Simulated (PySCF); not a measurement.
# One shape, several levels: C2H8BN (SMILES CB(C)N)

We compute a comparison of 5 runs (HF/3-21G, r2SCAN/6-31G, PBE0/pcseg-1, r2SCAN/6-311G**, TPSSh/def2-TZVP) of C2H8BN. 

Program for the calculation: PySCF 2.14.0.

## 1. The structure to begin with

C2H8BN: 12 atoms, total charge 0, spin state singlet. SMILES: `CB(C)N`. Geometry: relaxed at PBE0-D4/def2-TZVP.

Bond lengths: C1–B2 1.578 Å, B2–C3 1.578 Å, B2–N4 1.398 Å, C1–H5 1.094 Å, C1–H6 1.095 Å, C1–H7 1.095 Å, C3–H8 1.095 Å, C3–H9 1.094 Å, C3–H10 1.095 Å, N4–H11 1.006 Å, N4–H12 1.006 Å. Some angles: C1–B2–C3 120.8°, C1–B2–N4 119.6°, C3–B2–N4 119.6°, B2–C1–H5 114.2°, B2–C1–H6 110.6°, B2–C1–H7 110.6°, B2–C3–H8 110.6°, B2–C3–H9 114.2°, B2–C3–H10 110.6°, B2–N4–H11 123.1°.

## 2. Energy and forces at HF/3-21G (run 1)

Contents of mol.xyz:

```xyz
12

C     -0.719400     1.135700    -0.631400
B     -0.038800    -0.173400    -0.072200
C      1.011800    -0.099300     1.102600
N     -0.371000    -1.414200    -0.624300
H     -1.430100     0.959700    -1.443700
H     -1.250700     1.665100     0.166800
H      0.037800     1.837300    -0.997900
H      0.569500     0.371800     1.987000
H      1.412000    -1.070000     1.408100
H      1.858700     0.536300     0.821900
H     -1.032400    -1.523000    -1.374000
H      0.029500    -2.281200    -0.309000
```

Contents of run.py:

```python
from pyscf import gto

mol = gto.M(
    atom='mol.xyz',
    basis='3-21g',
    max_memory=1860,
    verbose=4,
    charge=0,
)

mf = mol.RHF()
mf.conv_tol = 1e-10
mf.kernel()
if not mf.converged:
    mf = mf.newton().run(mf.mo_coeff, mf.mo_occ)

e_final = mf.e_tot
print('Final energy', e_final)
grad = mf.nuc_grad_method().kernel()
dip = mf.dip_moment()
pop, q = mf.mulliken_pop()
```

Run with:

```console
$ OMP_NUM_THREADS=1 python run.py
```

The log of the run:

```text
PySCF version 2.14.0

[... 66 lines left out ...]
converged SCF energy = -158.720765125261
Final energy -158.7207651252615
[... 11 lines left out ...]
Dipole moment(X, Y, Z, Debye): -0.33874, -1.27262, -0.56777
[... 65 lines left out ...]
charge of   11H =      0.31314
```

It took 2.1 s on 1 thread of Intel Xeon at 2.70GHz, shared host; peak memory 0.12 GiB.

## 3. Energy and gradient at r2SCAN/6-31G (run 2)

mol.xyz: that of step 2 with these lines changed.

```diff
@@ -1,3 +1,3 @@
 12
-
+C2H8BN
 C     -0.719400     1.135700    -0.631400
```

Contents of job.py:

```python
import pyscf.grad
from pyscf import gto, dft

mol = gto.Mole()
mol.atom = 'mol.xyz'
mol.basis = '6-31g'
mol.verbose = 4
mol.charge = 0
mol.max_memory = 1860
mol.build()

mf = dft.RKS(mol, xc='r2scan')
mf.grids.level = 5
mf.conv_tol = 1e-10
mf.kernel()
if not mf.converged:
    mf = mf.newton().run(mf.mo_coeff, mf.mo_occ)

e_tot = mf.e_tot
print('E(%s) = %.9f' % ('R2SCAN', e_tot))
grad = mf.Gradients().kernel()
dip = mf.dip_moment()
pop, q = mf.mulliken_pop()
```

Run with:

```console
$ OMP_NUM_THREADS=1 python job.py
```

The log of the run:

```text
PySCF version 2.14.0

[... 81 lines left out ...]
converged SCF energy = -160.550718737973
[... 13 lines left out ...]
Dipole moment(X, Y, Z, Debye): -0.32377, -1.21704, -0.54316
[... 65 lines left out ...]
charge of   11H =      0.31886
```

Run time: 24 s. Hardware: 1 thread of Intel Xeon at 2.70GHz, shared host; peak memory 0.55 GiB.

Runs 3 to 4 aren't shown in full; the table further down has their settings and results.

## 4. Energy and gradient at TPSSh/def2-TZVP (run 5)

Contents of geometry.xyz:

```xyz
12
C2H8BN
C     -0.719400     1.135700    -0.631400
B     -0.038800    -0.173400    -0.072200
C      1.011800    -0.099300     1.102600
N     -0.371000    -1.414200    -0.624300
H     -1.430100     0.959700    -1.443700
H     -1.250700     1.665100     0.166800
H      0.037800     1.837300    -0.997900
H      0.569500     0.371800     1.987000
H      1.412000    -1.070000     1.408100
H      1.858700     0.536300     0.821900
H     -1.032400    -1.523000    -1.374000
H      0.029500    -2.281200    -0.309000
```

Contents of calc.py:

```python
# CB(C)N
from pyscf import gto, dft

molecule = gto.Mole()
molecule.atom = 'geometry.xyz'
molecule.basis = 'def2-tzvp'
molecule.max_memory = 1860
molecule.verbose = 4
molecule.build()

calc0 = dft.RKS(molecule, xc='tpssh')
calc0.grids.level = 5
calc0.conv_tol = 1e-10
calc0.kernel()
if not calc0.converged:
    calc0 = calc0.newton().run(calc0.mo_coeff, calc0.mo_occ)

e_tot = calc0.e_tot
print('Final energy', e_tot)
grad = calc0.nuc_grad_method().kernel()
calc0.analyze()
```

Run with:

```console
$ OMP_NUM_THREADS=1 python calc.py
```

The log of the run:

```text
PySCF version 2.14.0

[... 105 lines left out ...]
MO #4   energy= -6.66244482485759  occ= 2
[... 20 lines left out ...]
MO #25  energy= 0.150572404793947  occ= 0
[... 20 lines left out ...]
MO #46  energy= 0.482408668392941  occ= 0
[... 20 lines left out ...]
MO #67  energy= 1.07613829256235   occ= 0
[... 20 lines left out ...]
MO #88  energy= 1.78965061110401   occ= 0
[... 20 lines left out ...]
MO #109 energy= 2.43284057738041   occ= 0
[... 20 lines left out ...]
MO #130 energy= 3.20461272232414   occ= 0
[... 20 lines left out ...]
MO #151 energy= 4.35360709388206   occ= 0
[... 20 lines left out ...]
MO #172 energy= 31.9498921086483   occ= 0
[... 187 lines left out ...]
Dipole moment(X, Y, Z, Debye): -0.31262, -1.17252, -0.52256
```

Run time: 3.4 min. Hardware: 1 thread of Intel Xeon at 2.70GHz, shared host; peak memory 2.3 GiB.

## 5. All runs side by side

```
run            level  integration grid  energy (Eh)  dipole moment (D)  HOMO energy (eV)  LUMO energy (eV)  wall time
  1         HF/3-21G                 –  -158.720765               1.43            -11.23              5.77      2.1 s
  2     r2SCAN/6-31G                 5  -160.550719               1.37             -6.59              1.09       24 s
  3     PBE0/pcseg-1                 5  -160.463044               1.36             -8.06              1.36       32 s
  4  r2SCAN/6-311G**                 5  -160.637928               1.40             -6.85              0.75       73 s
  5  TPSSh/def2-TZVP                 5  -160.770972               1.32             -7.30              0.60    3.4 min
```

## 6. Summary of results

| quantity | value |
| --- | --- |
| run 5: total energy | -160.77097 Eh |
| run 5: dipole moment | 1.32 D |
| run 5: HOMO energy | -7.30 eV |
| run 5: LUMO energy | 0.60 eV |
| run 5: HOMO–LUMO gap | 7.90 eV |
| run 5: largest force on an atom | 0.138 eV/Å |

What this shows: The dipole moment (its size) runs from 1.32 D (TPSSh/def2-TZVP) to 1.43 D (HF/3-21G). The two ends differ in method and basis. The HOMO–LUMO gap runs from 7.60 eV (r2SCAN/6-311G**) to 17.00 eV (HF/3-21G). Totals of different functionals can't be ranked against each other. All runs together took 5.6 min, the longest 3.4 min.
